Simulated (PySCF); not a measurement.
# C3H6GeNP: the cost of one run

Computed with PySCF 2.14.0 and routines of our own; the level stands in each step. Atoms count from 0.

## 1. The starting structure

12 atoms, charge 0, multiplicity 1; geometry from: GFN2-xTB.

## 2. Optimising the geometry at PBE0-D3(BJ)/def2-SVP

What the job is given:

```
{"job": {"xc": "PBE0", "basis": "def2-SVP", "d3": "d3bj", "grid": 1, "maxiter": 30, "shake": 0.01, "kind": "geom"}, "charge": 0, "multiplicity": 1}
Ge     1.926580     0.170120     0.046550
N      0.082190    -0.120880     0.049080
C     -0.885530     0.845770    -0.084830
C     -2.101430     0.371030    -0.126060
P     -2.173090    -1.395170    -0.014280
C     -0.467690    -1.355600     0.096180
H      2.510870    -0.807720     0.975200
H      2.435450     0.006700    -1.355270
H      2.087950     1.609090     0.519570
H     -0.554120     1.876870    -0.116190
H     -3.021220     0.979950    -0.204350
H      0.199730    -2.208430     0.205370
```

Launch:

```sh
OMP_NUM_THREADS=1 python heavy_run.py task.json out
```

The driver reads the jobs from task.json and runs them one after another.

**Question.** How long does this first job take on 1 thread of Arm Neoverse V1, shared host, and how much memory does it need?

About 59 s, with a peak of 0.53 GiB.
